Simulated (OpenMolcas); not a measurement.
# BNH3F3 (SMILES [NH3+][B-](F)(F)F): B97-1/6-311++G(2d,2p) (RICD fitting)

Aim: the energy change on altering one bond length of BNH3F3 at B97-1/6-311++G(2d,2p) (RICD fitting), from 2 runs. 

Program for the calculation: OpenMolcas 26.06.

## 1. The molecule

BNH3F3 has 8 atoms, charge 0, and is taken as a singlet. SMILES: `[NH3+][B-](F)(F)F`. Geometry: relaxed at PBE0-D4/def2-TZVP.

Bond lengths: N1–B2 1.674 Å, B2–F3 1.368 Å, B2–F4 1.368 Å, B2–F5 1.368 Å, N1–H6 1.015 Å, N1–H7 1.015 Å, N1–H8 1.015 Å. Some angles: N1–B2–F3 104.1°, N1–B2–F4 104.1°, N1–B2–F5 104.1°, F3–B2–F4 114.2°, F3–B2–F5 114.2°, F4–B2–F5 114.2°, B2–N1–H6 110.1°, B2–N1–H7 110.1°, B2–N1–H8 110.1°, H6–N1–H7 108.9°.

## 2. The energy at B97-1/6-311++G(2d,2p) (RICD fitting)

File coord.xyz:

```xyz
8

N     -0.501800    -0.052400     0.645700
B      0.531500     0.038700    -0.668100
F      1.521100    -0.860400    -0.378100
F     -0.251400    -0.312100    -1.733900
F      0.943600     1.343300    -0.679400
H     -1.280300     0.587300     0.522000
H     -0.006300     0.194600     1.496700
H     -0.864300    -0.996100     0.739300
```

File job.inp:

```
* BF3H3N Kohn-Sham DFT
&GATEWAY
BasLib=$CurrDir
Coord=coord.xyz
Basis=6-311ppG2d2p
Group=NoSym
RICD
&SEWARD
&SCF
KSDFT=HYB_GGA_XC_B97_1
PrOrbitals=1 1
```

The basis set 6-311++G(2d,2p) is read from a file made from the Basis Set Exchange's data (not shown).

Started as:

```sh
$ export MOLCAS_MEM=1860
$ pymolcas job.inp > job.log
```

Standard output (excerpt; [...] marks lines left out):

```text
--- Start Module: gateway ---
[...]
--- Stop Module: gateway /rc=_RC_ALL_IS_WELL_ ---
--- Start Module: seward ---
[...]
      Basis functions          165
--- Stop Module: seward /rc=_RC_ALL_IS_WELL_ ---
[...]
--- Start Module: scf ---
[...]
       Convergence after  11 Iterations
[...]
::    Total KS-DFT energy                            -381.1824636467
[...]
      Total spin, S                                     0.0000000000
[...]
      Total electronic charge=   42.000000
      Total            charge=   -0.000000
[...]
      Dipole Moment (debye):
      Origin of the operator (angstrom)=    0.4552    0.0320   -0.5712
                   X= -3.7995E+00               Y= -3.3546E-01               Z=  4.8318E+00           Total=  6.1559E+00
      Quadrupole Moment (debye*angstrom):
[...]
--- Stop Module: scf /rc=_RC_ALL_IS_WELL_ ---
[...]
```

Run time: 16 s. Hardware: 1 thread of Intel Xeon Platinum 8375C at 2.90GHz (Ice Lake), shared host; peak memory 0.12 GiB.

## 3. The distorted shape at the same level

File coord.xyz:

```xyz
8

N     -0.465542     0.041991     0.636338
B      0.567758     0.133091    -0.677462
F      1.557358    -0.766009    -0.387462
F     -0.215142    -0.217709    -1.743262
F      0.979858     1.437691    -0.688762
H     -1.244042     0.681691     0.512638
H      0.029958     0.288991     1.487338
H     -0.864300    -0.996100     0.739300
```

File job.inp:

```
* BF3H3N Kohn-Sham DFT

&GATEWAY
  BasLib
  $CurrDir
  Coord
  coord.xyz
  Basis
  6-311ppG2d2p
  Group
  NoSym
  RICD

&SEWARD

&SCF
  KSDFT
  HYB_GGA_XC_B97_1
  PrOrbitals
  1 1
```

The basis set 6-311++G(2d,2p) is read from a file made from the Basis Set Exchange's data (not shown).

Started as:

```sh
$ export MOLCAS_MEM=1860
$ pymolcas job.inp > job.log
```

Standard output (excerpt; [...] marks lines left out):

```text
--- Start Module: gateway ---
[...]
--- Stop Module: gateway /rc=_RC_ALL_IS_WELL_ ---
--- Start Module: seward ---
[...]
      Basis functions          165
--- Stop Module: seward /rc=_RC_ALL_IS_WELL_ ---
[...]
--- Start Module: scf ---
[...]
       Convergence after  11 Iterations
[...]
::    Total KS-DFT energy                            -381.1757402831
[...]
      Total spin, S                                     0.0000000000
[...]
      Total electronic charge=   42.000000
      Total            charge=   -0.000000
[...]
      Dipole Moment (debye):
      Origin of the operator (angstrom)=    0.4910    0.1253   -0.5804
                   X= -3.8274E+00               Y= -4.2086E-01               Z=  4.8339E+00           Total=  6.1800E+00
      Quadrupole Moment (debye*angstrom):
[...]
--- Stop Module: scf /rc=_RC_ALL_IS_WELL_ ---
[...]
```

Run time: 17 s. Hardware: 1 thread of Intel Xeon Platinum 8375C at 2.90GHz (Ice Lake), shared host; peak memory 0.12 GiB.

## 4. Summary of results

At B97-1/6-311++G(2d,2p) (RICD fitting):

| quantity | value |
| --- | --- |
| first shape: total energy | -381.18246 Eh |
| first shape: dipole moment | 6.16 D |
| first shape: HOMO energy | -9.92 eV |
| first shape: LUMO energy | -0.93 eV |
| first shape: HOMO–LUMO gap | 8.99 eV |
| distorted shape: total energy | -381.17574 Eh |
| distorted shape: dipole moment | 6.18 D |
| distorted shape: HOMO energy | -9.90 eV |
| distorted shape: LUMO energy | -1.07 eV |
| distorted shape: HOMO–LUMO gap | 8.83 eV |
| energy change with the N1–H8 bond stretched from 1.015 to 1.117 Å | 0.183 eV |

With the N1–H8 bond stretched from 1.015 to 1.117 Å the energy rises by 0.18 eV (4.2 kcal/mol). The first shape isn't relaxed at this level, so the change isn't measured from a minimum. Mulliken charges (first shape) run from -0.55 on F4 to +1.41 on B2; in a basis this large or diffuse they mean little.
